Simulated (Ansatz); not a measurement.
The system is NiMoIrPdW.

```xyz
10
Lattice="2.7705 0.0000 0.0000 -1.3852 2.3993 0.0000 0.0000 0.0000 21.8812" Properties=species:S:1:pos:R:3 pbc="T T T"
Ni    0.0000    1.5995    0.9700
Ni    1.3852    0.7998   20.9101
Mo    1.3852    0.7998    7.4987
Mo    1.3852    0.7998   16.6997
Pd    0.0000    1.5995    9.7958
Pd    0.0000    1.5995   14.3810
Ir    0.0000    1.5995    5.2489
Ir    0.0000    1.5995   18.8288
W     1.3852    0.7998    2.9859
W     1.3852    0.7998   12.0872
```

The cell was built by a generator and needn't be a form met in nature.

| Quantity | Value |
| --- | --- |
| Program | Ansatz 0.2.0 |
| Task | relaxation of cell and atoms |
| Functional | BLYP |
| Potentials or basis | Ansatz PAW |
| Cutoff | 420 eV (not typed: the program's choice for these potentials) |
| k mesh | 8 × 8 × 1 |
| Occupations | fermi-dirac, width 0.05 eV |
| Spin | collinear spin, ferromagnetic start |
| Starting moments | [1.0, 1.0, 1.0, 1.0, 0.0, 0.0, 0.6, 0.6, 0.0, 0.0] μB |

At the start: volume 14.54 Å³/atom.

Problem. How do energy, volume and symmetry change on relaxing?

Solution. It ends after 6 steps and the volume is 15.22 Å³/atom (+4.7 %); space group P3m1 (No. 156, to 0.05 Å); moment 0.00 μB per cell.

The path:
| step | energy change (eV) | largest force (eV/Å) | volume (Å³) |
| --- | --- | --- | --- |
| 1 | 0.0000 | 0.2902 | 145.45 |
| 2 | -0.2210 | 0.1336 | 152.94 |
| 3 | -0.2266 | 0.0728 | 152.18 |
| 4 | -0.2277 | 0.0369 | 152.21 |
| 5 | -0.2279 | 0.0049 | 152.24 |
| 6 | -0.2302 | 0.0046 | 152.24 |

Final structure:
```
CELL_PARAMETERS angstrom
2.81224 0.00000 0.00000
-1.40612 2.43547 0.00000
0.00000 0.00000 22.22787
ATOMIC_POSITIONS crystal
Ni 0.33333 0.66667 0.04510
Ni 0.66667 0.33333 0.95653
Mo 0.66667 0.33333 0.34090
Mo 0.66667 0.33333 0.76408
Pd 0.33333 0.66667 0.44691
Pd 0.33333 0.66667 0.65750
Ir 0.33333 0.66667 0.23901
Ir 0.33333 0.66667 0.86131
W 0.66667 0.33333 0.13639
W 0.66667 0.33333 0.55226
```

Caveat: the plane-wave basis is chosen anew once the cell has moved, so the energies of steps on either side of that aren't comparable; the PAW data sets come from PBE, with cores solved anew for the run's functional, which leaves a small shift of forces and pressure; the starting moments weren't kept.
